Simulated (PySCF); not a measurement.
# C2H6OSSi2: the cost of one run

The runs use PySCF 2.14.0, with density-fitted response routines of our own; the level of theory stands in each step. All values are computed, except where a source is named. Atoms count from 0, in the outputs and in this text.

## Step 1: The molecule as given

12 atoms, charge 0, multiplicity 1; geometry from: GFN2-xTB. The atoms were then displaced at random by about 0.01 Å, so the start is not that level's minimum.

Bonds of the start (Å): C0–C1 1.23, C1–Si2 1.86, Si2–O3 1.65, Si2–S4 2.15, S4–Si5 2.14, C0–H6 1.03, Si2–H7 1.46, O3–H8 0.94, Si5–H9 1.46, Si5–H10 1.45, Si5–H11 1.47.

## Step 2: Geometry optimisation at PBE0-D3(BJ)/def2-SVP

The job: settings as JSON, then the geometry in Å.

```
{"job": {"xc": "PBE0", "basis": "def2-SVP", "d3": "d3bj", "grid": 1, "shake": 0.01, "kind": "geom"}, "charge": 0, "multiplicity": 1}
C      1.512130    -1.653470     1.146560
C      1.348740    -0.749860     0.335370
Si     1.023370     0.583840    -0.919200
O      2.143060     0.553720    -2.127030
S     -0.913250     0.205730    -1.784430
Si    -2.239040     0.333500    -0.108850
H      1.640650    -2.398160     1.848380
H      1.127840     1.918480    -0.330330
H      1.909560     0.124000    -2.931300
H     -2.197880     1.687770     0.425010
H     -3.531000    -0.013130    -0.679210
H     -1.784490    -0.620690     0.910340
```

Launch:

```
$ OMP_NUM_THREADS=1 python probes_run.py task.json out
```

This one command runs all jobs of the session in turn.

**Question.** How long does this first job take on 1 thread of Arm Neoverse N1, shared host, and how much memory does it need?

About 2.5 min, with a peak of 0.53 GiB.
